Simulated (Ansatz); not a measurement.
# WS2 (Tungstenite): the cost of one run

Program: Ansatz 0.2.0. Level of theory: DFT r²SCAN, frozen-core PAW, scalar-relativistic unless said. These are calculated values, not measurements.

The COD entry's cell or inner coordinates are ideal or old and differ from later refinements, so a difference from it is no clean test against experiment.

1 further run of the same task is left out (it didn't finish).

### 1 The starting structure

The structure is hexagonal, space group P6_3/mmc (No. 194). Conventional cell: a = 3.180 Å, b = 3.180 Å, c = 12.500 Å, α = 90.00°, β = 90.00°, γ = 120.00°. W (site symmetry -6m2) is surrounded by 6 S at 2.41 Å. S (site symmetry 3m) has 3 W at 2.41 Å as nearest neighbours.

As a file:

```
CELL_PARAMETERS angstrom
3.18000 0.00000 0.00000
-1.59000 2.75396 0.00000
0.00000 0.00000 12.50000
ATOMIC_POSITIONS crystal
W 0.33333 0.66667 0.25000
W 0.66667 0.33333 0.75000
S 0.33333 0.66667 0.62500
S 0.66667 0.33333 0.12500
S 0.33333 0.66667 0.87500
S 0.66667 0.33333 0.37500
```

Cartesian axes are those of the input's lattice vectors. The structure goes back to a database entry.

### 2 Cell and atoms relaxed, PAW

input.yaml

```yaml
crystal:
  lattice:
    - [3.17999999999, 0.0, 0.0]
    - [-1.58999999999, 2.75396078402, 0.0]
    - [0.0, 0.0, 12.5]
  atoms:
    - { symbol: W, position: [0.333333333333, 0.666666666667, 0.25] }
    - { symbol: W, position: [0.666666666667, 0.333333333333, 0.75] }
    - { symbol: S, position: [0.333333333333, 0.666666666667, 0.625] }
    - { symbol: S, position: [0.666666666667, 0.333333333333, 0.125] }
    - { symbol: S, position: [0.333333333333, 0.666666666667, 0.875] }
    - { symbol: S, position: [0.666666666667, 0.333333333333, 0.375] }
kpoints:
  mp_grid: { grid: [10, 10, 2] }
scf:
  occupations: { method: fermi_dirac, width: 0.08 }
hamiltonian:
  xc: r2scan
  pseudopotentials: { kind: paw }
relax:
  f_tol: 0.002
  max_steps: 80
  cell: {}
output:
  forces: true
  stress: true
```

On the command line:

```console
ansatz run input.yaml --threads 1 --pin off --max-ram 3072MiB --backend cpu --events-out ev --progress --plain --runs-dir out
```

**Question.** How long does this run take on 1 thread of Intel Xeon Platinum 8488C (Sapphire Rapids), shared host, and how much memory does it need?

About 44 s, with a peak of 0.69 GiB.
